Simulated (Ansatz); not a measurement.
This script for Ansatz 0.2.0 through its Python package starts 6 runs on C2H5ClOSi, SMILES O[SiH2]C=CCl. What input does the engine get in each?

`methods_c2h5closi.py`:
```python
"""C2H5ClOSi at several levels of theory."""

from pathlib import Path
import argparse

import ansatz as az
import numpy as np

parser = argparse.ArgumentParser(description="C2H5ClOSi at several levels of theory.")
parser.add_argument("--basis", required=True, help="basis")
args = parser.parse_args()

GEOMETRY = """
O    -1.60770    0.41880    1.06910
Si   -0.19900   -0.31830    1.14570
C     0.73460   -0.10120   -0.40140
C     0.32470   -0.04220   -1.62140
Cl    1.22710    0.14250   -3.03130
H    -1.62650    1.43850    1.19540
H     0.58130    0.27720    2.28000
H    -0.39200   -1.73500    1.39860
H     1.84140   -0.00200   -0.19330
H    -0.80080   -0.12940   -1.83840
"""


def main() -> None:
    mol = az.Crystal.molecule()
    for line in GEOMETRY.strip().splitlines():
        symbol, *xyz = line.split()
        mol = mol.atom(symbol, [float(v) for v in xyz])

    calculation = mol.calculation().basis(gaussian=args.basis)

    print("functional    E (Ha)        dipole (D)   HOMO (eV)  LUMO (eV)")
    for name in ["pbe0", "pbe", "lc_wpbe", "r2scan0", "revpbe", "blyp"]:
        report = calculation.functional(name).forces().orbitals().run(runs_dir="runs").report
        lines = Path(report["orbitals_path"]).read_text().splitlines()
        field_of = lambda key: [line.split("=")[1].strip() for line in lines if line.startswith(key)]
        orbitals = [(27.211386 * float(e), s, float(n)) for e, s, n in zip(field_of("Ene="), field_of("Spin="), field_of("Occup="))]
        homo = max(e for e, _, n in orbitals if n > 0.5)
        lumo = min(e for e, _, n in orbitals if n < 0.5)
        dipole = 4.803205 * np.linalg.norm(report["charge_distribution"]["dipole_moment_e_ang"])
        print(f"{name:10s} {report['free_energy_ev'] / 27.211386246:14.6f} {dipole:9.3f} {homo:11.3f} {lumo:10.3f}")


if __name__ == "__main__":
    main()
```

Run 1:
```yaml
crystal:
  periodic: [false, false, false]
  atoms:
    - { symbol: O, position_ang: [-1.6077, 0.4188, 1.0691] }
    - { symbol: Si, position_ang: [-0.199, -0.3183, 1.1457] }
    - { symbol: C, position_ang: [0.7346, -0.1012, -0.4014] }
    - { symbol: C, position_ang: [0.3247, -0.0422, -1.6214] }
    - { symbol: Cl, position_ang: [1.2271, 0.1425, -3.0313] }
    - { symbol: H, position_ang: [-1.6265, 1.4385, 1.1954] }
    - { symbol: H, position_ang: [0.5813, 0.2772, 2.28] }
    - { symbol: H, position_ang: [-0.392, -1.735, 1.3986] }
    - { symbol: H, position_ang: [1.8414, -0.002, -0.1933] }
    - { symbol: H, position_ang: [-0.8008, -0.1294, -1.8384] }
basis:
  gaussian:
    orbitals: def2-SVP
hamiltonian:
  xc: pbe0
output:
  orbitals: {}
  forces: true
```

Run 2, against run 1:
```diff
-  xc: pbe0
+  xc: pbe
```

Run 3, against run 1:
```diff
-  xc: pbe0
+  xc: lc_wpbe
```

Run 4, against run 1:
```diff
-  xc: pbe0
+  xc: r2scan0
```

Run 5, against run 1:
```diff
-  xc: pbe0
+  xc: revpbe
```

Run 6, against run 1:
```diff
-  xc: pbe0
+  xc: blyp
```

```console
$ python methods_c2h5closi.py --basis def2-SVP
functional    E (Ha)        dipole (D)   HOMO (eV)  LUMO (eV)
pbe0          -903.330313     1.460      -7.554     -0.456
pbe           -903.251044     1.409      -6.309     -1.352
lc_wpbe       -903.463148     1.538     -10.241      1.824
r2scan0       -903.612678     1.500      -7.755     -0.389
revpbe        -903.583207     1.401      -6.278     -1.285
blyp          -903.710472     1.377      -6.079     -1.130
```

Notes:
- Total energies depend on the basis set; only differences at equal settings carry meaning.
- The geometry is a force-field or estimated start, not a minimum of this method, and the basis set is short of its limit. A lower total doesn't mark the better method: functionals have no common bound, and MP2 and coupled cluster aren't variational.
- Levels such as HOMO and LUMO are orbital energies: with these approximate functionals they aren't the ionisation energy and electron affinity, and their gap isn't the fundamental gap.
- Wall time of the script: 27 s on 1 thread of Arm Neoverse V1 (shared host), peak memory 0.3 GiB.

(A comment or docstring line of the script was reworded after the run, the code is as it ran.)
